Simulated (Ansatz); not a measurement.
# BGeH6: the cost of one run

Computed with Ansatz 0.2.0, Gaussian basis. Level: cc-pVDZ, all electrons in the functionals, frozen cores in the correlation of double hybrids and RPA.

To be run: wB97M-V, B2PLYP, RPA-PBE, at 1.534 Å; 1.648 Å; 1.876 Å; 2.103 Å; 2.331 Å.

### Step 1. The system

The geometry derives from fragments relaxed apart (PBE0/def2-TZVP) and kept rigid, so it is no stationary point. A hydrogen atom is moved between rigid fragments. No spin-orbit coupling is included. The filled d shell of Ge may be among the frozen orbitals whatever the setting's name suggests; the logs give the count.

8 atoms, charge 0, spin multiplicity 2.

Atoms are counted from 1 here; the program's logs count them from 0.

Bond lengths: Ge1–H2 1.534 Å, Ge1–H3 1.534 Å, Ge1–H4 1.534 Å, Ge1–H5 1.534 Å, B6–H7 1.191 Å, B6–H8 1.191 Å. Angles: H2–Ge1–H3 109.5°, H2–Ge1–H4 109.5°, H2–Ge1–H5 109.5°, H3–Ge1–H4 109.5°, H3–Ge1–H5 109.5°, H4–Ge1–H5 109.5°, H7–B6–H8 129.4°.

No dispersion term is added; wB97M-V holds VV10 nonlocal correlation.

The geometry shown and the zero of energy belong to the point 1.534 Å. The yardstick, UCCSDT(Q), and other wave-function levels (R restricted, U unrestricted, valence and pair active spaces) come from earlier runs.

### Step 2. wB97M-V, 1.534 Å

Input file in.yaml:

```yaml
crystal:
  periodic: [false, false, false]
  atoms:
    - {symbol: Ge, position_ang: [-0.513227, 0.000000, 0.000000]}
    - {symbol: H, position_ang: [-1.024677, 1.446599, 0.000001]}
    - {symbol: H, position_ang: [-1.024677, -0.723300, 1.252791]}
    - {symbol: H, position_ang: [-1.024677, -0.723299, -1.252792]}
    - {symbol: H, position_ang: [1.021122, 0.000000, 0.000000]}
    - {symbol: B, position_ang: [2.987773, 0.000000, 0.000000]}
    - {symbol: H, position_ang: [3.496846, 0.000000, 1.077008]}
    - {symbol: H, position_ang: [3.496846, 0.000000, -1.077009]}
basis:
  gaussian: {orbitals: cc-pVDZ}
magnetization: {spin_polarized: true, initial_magnetization: 1}
hamiltonian: {xc: {name: wB97M-V}}
output: {orbitals: {seedname: orbitals}}
```

Started as:

```
$ ansatz run in.yaml --threads 1 --pin off --events-out ev --progress --plain --max-ram 2816MiB --backend cpu
```

**Question.** How long does this run take on 1 thread of AMD EPYC 7R13, shared host, and how much memory does it need?

About 10 s, with a peak of 0.35 GiB.
